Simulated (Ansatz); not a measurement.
**C2H10AlNSi: how energies converge with the basis set**

One table from this session's results is given with a row withheld; the runs are named, their logs left out.

The runs use Ansatz 0.2.0, Gaussian basis; one geometry, several basis sets.

Plan: PBE0-D4/def2-SVP; ωB97M-V/def2-SVP; PBE0-D4/def2-QZVPP; ωB97M-V/def2-QZVPP; the functionals' def2-TZVPP values are taken from earlier runs.

### The geometry

An earlier PBE0-D4 in a triple-zeta def2 set relaxation fixed the geometry.

SMILES `[CH3][AlH][CH2]N[SiH3]`, 15 atoms, charge 0, spin multiplicity 1.

Atoms are counted from 1 here; the program's logs count them from 0.

Bond lengths: C1–Al2 1.957 Å, C1–H6 1.094 Å, C1–H7 1.094 Å, C1–H8 1.096 Å, Al2–C3 2.004 Å, Al2–H9 1.595 Å, C3–N4 1.469 Å, C3–H10 1.098 Å, C3–H11 1.097 Å, N4–Si5 1.696 Å, N4–H12 1.009 Å, Si5–H13 1.491 Å, Si5–H14 1.484 Å, Si5–H15 1.525 Å. Angles: Al2–C1–H6 112.0°, Al2–C1–H7 112.4°, Al2–C1–H8 110.1°, H6–C1–H7 108.2°, H6–C1–H8 107.2°, H7–C1–H8 106.7°, C1–Al2–C3 117.5°, C1–Al2–H9 121.0°, C3–Al2–H9 120.0°, Al2–C3–N4 106.4°, Al2–C3–H10 113.8°, Al2–C3–H11 107.8°, N4–C3–H10 112.5°, N4–C3–H11 109.3°, H10–C3–H11 106.8°, C3–N4–Si5 116.1°, C3–N4–H12 116.6°, Si5–N4–H12 122.1° and more.

The first run:

File in.yaml:

```yaml
crystal:
  periodic: [false, false, false]
  atoms:
    - {symbol: C, position_ang: [-2.030909, -0.137778, 1.189803]}
    - {symbol: Al, position_ang: [-0.140427, 0.367584, 1.190360]}
    - {symbol: C, position_ang: [1.158956, -0.908287, 0.354020]}
    - {symbol: N, position_ang: [0.995989, -0.774384, -1.100231]}
    - {symbol: Si, position_ang: [0.709073, 0.794663, -1.676156]}
    - {symbol: H, position_ang: [-2.284447, -0.773597, 0.336942]}
    - {symbol: H, position_ang: [-2.694950, 0.731020, 1.176808]}
    - {symbol: H, position_ang: [-2.269990, -0.703620, 2.097824]}
    - {symbol: H, position_ang: [0.390104, 1.561892, 2.105038]}
    - {symbol: H, position_ang: [2.197970, -0.758105, 0.675488]}
    - {symbol: H, position_ang: [0.876330, -1.923992, 0.658584]}
    - {symbol: H, position_ang: [1.431640, -1.483551, -1.670636]}
    - {symbol: H, position_ang: [1.846870, 1.756022, -1.740390]}
    - {symbol: H, position_ang: [-0.013176, 0.822952, -2.972707]}
    - {symbol: H, position_ang: [-0.194832, 1.378179, -0.595549]}
basis:
  gaussian: {orbitals: def2-SVP}
hamiltonian: {xc: pbe0, dispersion: d4}
output: {orbitals: {seedname: orbitals}}
```

The run is started by

```
$ ansatz run in.yaml --threads 4 --pin off --events-out ev --progress --plain --max-ram 10444MiB
```

Among the steps run: PBE0-D4 in def2-SVP; ωB97M-V in def2-SVP; PBE0-D4 in def2-QZVPP; ωB97M-V in def2-QZVPP.

One of the session's tables, all rows but one given; the rest of the session is left out.

It belongs to the step «Density functionals: the series». 

| functional | basis | HOMO (eV) |
| --- | --- | --- |
| PBE0-D4 | def2-SVP | -6.73 |
| PBE0-D4 | def2-TZVPP | -6.83 |
| PBE0-D4 | def2-QZVPP | -6.86 |
| ωB97M-V | def2-SVP | -9.00 |
| ωB97M-V | def2-TZVPP | -9.12 |
| ωB97M-V | def2-QZVPP | ? |

Estimate the missing values for ωB97M-V, def2-QZVPP.

The run gave: HOMO (eV): -9.14. In the column «HOMO (eV)» it is the lowest.
